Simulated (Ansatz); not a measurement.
# H₄OPSb: small, medium and large basis sets

One table from this session's results is given with a row withheld; the runs are named, their logs left out.

Program: Ansatz 0.2.0, Gaussian basis. Level of theory: one geometry, several basis sets. These are calculated values, not measurements.

Levels to be run: PBE0-D4/def2-SVP; ωB97M-V/def2-SVP; PBE0-D4/def2-QZVPP; ωB97M-V/def2-QZVPP; the functionals' def2-TZVPP values are taken from earlier runs.

## The geometry

An earlier PBE0-D4 in a triple-zeta def2 set relaxation fixed the geometry. Sb takes the def2 core potential; no spin-orbit term is included.

SMILES `P[O][SbH2]`, 7 atoms, charge 0, spin multiplicity 1.

Atoms are counted from 1 here; the program's logs count them from 0.

Bond lengths: P1–O2 1.640 Å, P1–H4 1.427 Å, P1–H5 1.426 Å, O2–Sb3 1.985 Å, Sb3–H6 1.712 Å, Sb3–H7 1.718 Å. Angles: O2–P1–H4 99.6°, O2–P1–H5 99.2°, H4–P1–H5 92.0°, P1–O2–Sb3 119.5°, O2–Sb3–H6 91.6°, O2–Sb3–H7 94.8°, H6–Sb3–H7 90.4°.

As a file:

```
atom    x (Å)    y (Å)    z (Å)
  P1  -0.8067   0.2886  -1.3606
  O2  -0.3142   0.1328   0.1957
 Sb3   1.6180   0.2729   0.6289
  H4  -1.6108  -0.8851  -1.4734
  H5  -1.9521   1.1136  -1.1562
  H6   1.2814   0.4282   2.2998
  H7   1.8458  -1.4190   0.8201
```

The first run:

in.yaml reads:

```yaml
crystal:
  periodic: [false, false, false]
  atoms:
    - {symbol: P, position_ang: [-0.806748, 0.288563, -1.360578]}
    - {symbol: O, position_ang: [-0.314245, 0.132802, 0.195725]}
    - {symbol: Sb, position_ang: [1.617978, 0.272883, 0.628863]}
    - {symbol: H, position_ang: [-1.610782, -0.885068, -1.473371]}
    - {symbol: H, position_ang: [-1.952148, 1.113619, -1.156248]}
    - {symbol: H, position_ang: [1.281387, 0.428211, 2.299788]}
    - {symbol: H, position_ang: [1.845757, -1.419010, 0.820124]}
basis:
  gaussian: {orbitals: def2-SVP}
hamiltonian: {xc: pbe0, dispersion: d4}
output: {orbitals: {seedname: orbitals}}
```

Command:

```
ansatz run in.yaml --threads 2 --pin off --events-out ev --progress --plain --max-ram 4352MiB
```

Steps of the session up to this table: PBE0-D4 in def2-SVP; ωB97M-V in def2-SVP; PBE0-D4 in def2-QZVPP; ωB97M-V in def2-QZVPP.

One of the session's tables, all rows but one given; the rest of the session is left out.

It belongs to the step «Density functionals: the series». 

```
functional       basis  HOMO (eV)
   PBE0-D4    def2-SVP      -6.71
   PBE0-D4  def2-TZVPP      -6.84
   PBE0-D4  def2-QZVPP      -6.88
   ωB97M-V    def2-SVP      -8.88
   ωB97M-V  def2-TZVPP          ?
   ωB97M-V  def2-QZVPP      -9.08
```

Estimate the missing values for ωB97M-V, def2-TZVPP.

**Answer.** HOMO (eV): -9.04. In the column «HOMO (eV)» it lies between ωB97M-V, def2-QZVPP (-9.08) and ωB97M-V, def2-SVP (-8.88).
